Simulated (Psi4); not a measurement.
**quartet GaNH3 at 6 levels**

Aim: a comparison of 6 runs (U-wB97X-V/def2-TZVP, UCAM-B3LYP/def2-TZVP, UDSD-PBEP86/def2-TZVP, UM06-2X/def2-TZVP, UTPSSh/def2-TZVP, UMP3/def2-TZVP) of quartet GaNH3. 

The calculation is run with Psi4 1.11.

**1. The system as given**

GaNH3: 5 atoms, total charge 0, spin state quartet. As SMILES of the parent species, `[NH2][GaH]`. The shape is that of a PBE0-D4/def2-TZVP optimisation. This is one conformer, not always the lowest. That shape belongs to the parent species and isn't relaxed for this state.

Bond lengths: N1–Ga2 1.825 Å, N1–H3 1.008 Å, N1–H4 1.006 Å, Ga2–H5 1.594 Å. Angles: N1–Ga2–H5 116.9°, Ga2–N1–H3 123.8°, Ga2–N1–H4 124.3°, H3–N1–H4 111.9°.

**2. A single-point energy at U-wB97X-V/def2-TZVP (run 1)**

run_ase.py

```python
import numpy as np
from ase.calculators.psi4 import Psi4
from ase import Atoms

atoms = Atoms(['N', 'Ga', 'H', 'H', 'H'], positions=[
    [-0.211900, -0.684000, 0.064700],
    [0.815500, 0.782900, 0.417000],
    [-0.946800, -0.701300, -0.625100],
    [-0.115200, -1.569300, 0.532000],
    [0.508200, 2.097900, -0.430100],
])
calc = Psi4(atoms=atoms, method='wb97x-v', basis='def2-TZVP', memory='2200MB', num_threads=1, charge=0, multiplicity=4, label='psi4-calc', reference='uks')
calc.psi4.set_options({'puream': True, 'e_convergence': 1e-09, 'd_convergence': 1e-08, 'scf_type': 'pk', 'dft_radial_points': 99, 'dft_spherical_points': 590, 'maxiter': 100})
atoms.calc = calc

print(f'energy: {atoms.get_potential_energy():.6f} eV')
```

Started as:

```bash
$ python run_ase.py
```

psi4-calc.dat:

```text
[...]
  Running in c1 symmetry.
[...]
  Nuclear repulsion =   95.419926874908640
[...]
  Multiplicity = 4
[...]
  Nalpha       = 22
  Nbeta        = 19
[...]
    Number of basis functions: 97
[...]
   @UKS iter   1: -1978.91965637077669   -1.58802e+00   3.41580e-02 DIIS/ADIIS
[...]
   @UKS iter  15: -1981.02399518359448   -4.77485e-12   4.96614e-09 DIIS
[...]
   @S^2 Observed:                3.754897299E+00
[...]
    Orbital Energies [Eh]
    ---------------------
    Alpha Occupied:
       1A   -372.355734     2A    -45.919131     3A    -40.662568
       4A    -40.662483     5A    -40.661124     6A    -14.553371
       7A     -5.566263     8A     -3.852165     9A     -3.849239
      10A     -3.847299    11A     -1.121606    12A     -0.913820
      13A     -0.909027    14A     -0.908440    15A     -0.904926
      16A     -0.902744    17A     -0.723707    18A     -0.653144
      19A     -0.559389    20A     -0.450667    21A     -0.275780
      22A     -0.175719
    Alpha Virtual:
      23A      0.048692    24A      0.116188    25A      0.143588
[...]
  @UKS Final Energy: -1981.02399518359448
   => Energetics <=
    Nuclear Repulsion Energy =             95.4199268749086400
    One-Electron Energy =               -2949.8465377695092684
    Two-Electron Energy =                 937.1876133137118359
    DFT Exchange-Correlation Energy =     -63.9554204898148910
    Empirical Dispersion Energy =           0.0000000000000000
    VV10 Nonlocal Energy =                  0.1704228871095312
    Total Energy =                      -1981.0239951835944794
[...]
 Multipole Moments:
 ------------------------------------------------------------------------------------
     Multipole            Electronic (a.u.)      Nuclear  (a.u.)        Total (a.u.)
 ------------------------------------------------------------------------------------
 L = 1.  Multiply by 2.5417464519 to convert [e a0] to [Debye]
 Dipole X            :          2.1940180           -3.5661113           -1.3720933
 Dipole Y            :          1.3307719           -3.3622894           -2.0315175
 Dipole Z            :          1.5144842           -1.9542468           -0.4397626
 Magnitude           :                                                    2.4906013
[...]
```

Standard output:

```text
energy: -53906.408656 eV
```

Wall time 2 min (1 thread of Intel Xeon Platinum 8259CL at 2.50GHz (Skylake/Cascade Lake), shared host); peak memory 1.2 GiB.

**3. Energy and forces at UCAM-B3LYP/def2-TZVP (run 2)**

calc.dat

```
memory 2200 mb

molecule {
  0 4
  N
  Ga 1 R2
  H 1 R3 2 A3
  H 1 R4 3 A4 2 D4
  H 2 R5 1 A5 4 D5

  R2 = 1.825229
  R3 = 1.008068
  A3 = 123.79517
  R4 = 1.005722
  A4 = 111.8966
  D4 = -179.99973
  R5 = 1.594126
  A5 = 116.86458
  D5 = -179.93664
  symmetry c1
  no_reorient
  no_com
}

set reference uks
set puream true
set e_convergence 1e-09
set d_convergence 1e-08
set scf_type pk
set dft_radial_points 99
set dft_spherical_points 590
set maxiter 100

e, wfn = gradient('cam-b3lyp/def2-TZVP', return_wfn=True)
oeprop(wfn, 'DIPOLE', 'MULLIKEN_CHARGES', 'WIBERG_LOWDIN_INDICES')
```

Started as:

```bash
$ psi4 calc.dat calc.out -n 1
```

calc.out:

```text
[...]
  Running in c1 symmetry.
[...]
  Nuclear repulsion =   95.419932275568016
[...]
  Multiplicity = 4
[...]
  Nalpha       = 22
  Nbeta        = 19
[...]
    Number of basis functions: 97
[...]
   @UKS iter   1: -1979.18049671175186   -1.42935e+00   3.44503e-02 DIIS/ADIIS
[...]
   @UKS iter  14: -1981.32160020660126   -9.54969e-12   5.86310e-09 DIIS
[...]
   @S^2 Observed:                3.755246621E+00
[...]
  @UKS Final Energy: -1981.32160020660126
   => Energetics <=
    Nuclear Repulsion Energy =             95.4199322755680157
    One-Electron Energy =               -2949.8671569287562306
    Two-Electron Energy =                 937.5286722631178691
    DFT Exchange-Correlation Energy =     -64.4030478165310143
    Empirical Dispersion Energy =           0.0000000000000000
    VV10 Nonlocal Energy =                  0.0000000000000000
    Total Energy =                      -1981.3216002066012607
[...]
  -Total Gradient:
     Atom            X                  Y                   Z
    ------   -----------------  -----------------  -----------------
       1       -0.000009864828    -0.005083413152     0.076583128861
       2       -0.000009348140     0.001811825642    -0.100358961162
       3       -0.000001090285    -0.008846198167     0.009845985581
       4        0.000014748090     0.008763876066     0.007199583296
       5        0.000005564141     0.003354439652     0.006730804870
[...]
 Multipole Moments:
 ------------------------------------------------------------------------------------
     Multipole            Electronic (a.u.)      Nuclear  (a.u.)        Total (a.u.)
 ------------------------------------------------------------------------------------
 L = 1.  Multiply by 2.5417464519 to convert [e a0] to [Debye]
 Dipole X            :          0.0015760           -0.0015462            0.0000298
 Dipole Y            :         -1.4706514            1.4022863           -0.0683652
 Dipole Z            :          2.6323865           -5.0867285           -2.4543420
 Magnitude           :                                                    2.4552939
[...]
  Mulliken Charges: (a.u.)
   Center  Symbol    Alpha    Beta     Spin     Total
       1     N     4.05916  3.01700  1.04216 -0.07617
       2    GA    16.62343 14.79005  1.83338 -0.41348
       3     H     0.36454  0.36465 -0.00011  0.27081
       4     H     0.34583  0.37390 -0.02807  0.28027
       5     H     0.60703  0.45439  0.15264 -0.06143
   Total alpha = 22.00000, Total beta = 19.00000, Total charge = -0.00000
  Wiberg Bond Indices using Orthogonal Lowdin Orbitals:
  Total Bond Index:
[...]
```

Wall time 51 s (1 thread of Intel Xeon Platinum 8259CL at 2.50GHz (Skylake/Cascade Lake), shared host); peak memory 1.2 GiB.

Runs 3 to 5 aren't shown in full; the table further down has their settings and results.

**4. The energy at UMP3/def2-TZVP (run 6)**

job.py

```python
import psi4

psi4.set_memory(2200000000)
psi4.set_num_threads(1)
psi4.core.set_output_file('run.log', False)

m = psi4.geometry("""
0 4
N     -0.211900    -0.684000     0.064700
Ga     0.815500     0.782900     0.417000
H     -0.946800    -0.701300    -0.625100
H     -0.115200    -1.569300     0.532000
H      0.508200     2.097900    -0.430100
symmetry c1
""")

options = {'reference': 'uhf', 'puream': True, 'e_convergence': 1e-09, 'd_convergence': 1e-08, 'scf_type': 'pk', 'num_frozen_docc': 10, 'maxiter': 100, 'mp_type': 'conv'}
psi4.set_options(options)

energy_value = psi4.energy('mp3/def2-TZVP')
print(f'mp3/def2-TZVP energy: {energy_value:.10f} Eh')
```

Started as:

```bash
$ python job.py
```

run.log:

```text
[...]
  Running in c1 symmetry.
[...]
  Nuclear repulsion =   95.419926874908640
[...]
  Multiplicity = 4
[...]
  Nalpha       = 22
  Nbeta        = 19
[...]
    Number of basis functions: 97
[...]
   @UHF iter   1: -1977.53518360898624   -2.67763e+00   3.12023e-02 DIIS/ADIIS
[...]
   @UHF iter  15: -1979.32252391225393   -2.25100e-11   9.75117e-09 DIIS
[...]
   @S^2 Observed:                3.763224921E+00
[...]
    Orbital Energies [Eh]
    ---------------------
    Alpha Occupied:
       1A   -378.775491     2A    -48.127819     3A    -42.456107
       4A    -42.455063     5A    -42.453419     6A    -15.712579
       7A     -6.359605     8A     -4.452543     9A     -4.452110
      10A     -4.448044    11A     -1.319085    12A     -1.162366
      13A     -1.162277    14A     -1.159443    15A     -1.157693
      16A     -1.156250    17A     -0.797569    18A     -0.729689
      19A     -0.664144    20A     -0.483737    21A     -0.296058
      22A     -0.185842
    Alpha Virtual:
      23A      0.068098    24A      0.136059    25A      0.161937
[...]
  @UHF Final Energy: -1979.32252391225393
   => Energetics <=
    Nuclear Repulsion Energy =             95.4199268749086400
    One-Electron Energy =               -2951.0612687746579468
    Two-Electron Energy =                 876.3188179874954358
    Total Energy =                      -1979.3225239122539278
  UHF NO Occupations:
  HONO-2 :   20  A 1.0000000
  HONO-1 :   21  A 1.0000000
[...]
 Multipole Moments:
 ------------------------------------------------------------------------------------
     Multipole            Electronic (a.u.)      Nuclear  (a.u.)        Total (a.u.)
 ------------------------------------------------------------------------------------
 L = 1.  Multiply by 2.5417464519 to convert [e a0] to [Debye]
 Dipole X            :          2.1449364           -3.5661113           -1.4211750
 Dipole Y            :          1.2465494           -3.3622894           -2.1157400
 Dipole Z            :          1.5036463           -1.9542468           -0.4506004
 Magnitude           :                                                    2.5882687
[...]
	SCS-MP2 Total Energy (a.u.)        : -1979.67526427878829
	SOS-MP2 Total Energy (a.u.)        : -1979.66672972281413
[...]
	SOS-PI-MP2 Total Energy (a.u.)     : -1979.69320709285716
[...]
	MP2 Total Energy (a.u.)            : -1979.69233339073730
[...]
	SCS-MP3 Total Energy (a.u.)        : -1979.67713177122869
[...]
	MP3 Total Energy (a.u.)            : -1979.69980336049889
[...]
```

The script printed:

```text
mp3/def2-TZVP energy: -1979.6998033605 Eh
```

Wall time 23 s (1 thread of Intel Xeon Platinum 8259CL at 2.50GHz (Skylake/Cascade Lake), shared host); peak memory 0.76 GiB.

**5. All runs side by side**

| run | level | task | frozen core orbitals | energy (Eh) | dipole moment (D) | HOMO energy (eV) | ⟨S²⟩ | wall time |
| --- | --- | --- | --- | --- | --- | --- | --- | --- |
| 1 | U-wB97X-V/def2-TZVP | energy | 0 | -1981.023995 | 6.33 | -4.78 | 3.755 | 2 min |
| 2 | UCAM-B3LYP/def2-TZVP | gradient | 0 | -1981.321600 | 6.24 | -3.93 | 3.755 | 51 s |
| 3 | UDSD-PBEP86/def2-TZVP (density fitting for correlation) | energy | 10 | -1980.324743 | – | -4.33 | 3.760 | 23 s |
| 4 | UM06-2X/def2-TZVP | energy | 0 | -1981.193069 | 6.27 | -3.64 | 3.756 | 55 s |
| 5 | UTPSSh/def2-TZVP | gradient | 0 | -1981.217537 | 6.18 | -2.53 | 3.756 | 89 s |
| 6 | UMP3/def2-TZVP | energy | 10 | -1979.699803 | – | -5.06 | 3.763 | 23 s |

**6. Summary of results**

```
                                                         quantity           value
                                              run 6: total energy  -1979.69980 Eh
run 6: HOMO energy (Hartree–Fock orbitals) (highest over α and β)        -5.06 eV
 run 6: LUMO energy (Hartree–Fock orbitals) (lowest over α and β)        -0.36 eV
              run 6: correlation energy (10 core orbitals frozen)      -377.3 mEh
                         run 6: ⟨S²⟩ of the reference determinant           3.763
```

**Reading.** Over runs 1, 2, 4, 5 the dipole moment (its size) runs from 6.18 D (UTPSSh/def2-TZVP) to 6.33 D (U-wB97X-V/def2-TZVP). Totals of different functionals can't be ranked against each other. All runs together took 6 min, the longest 2 min.
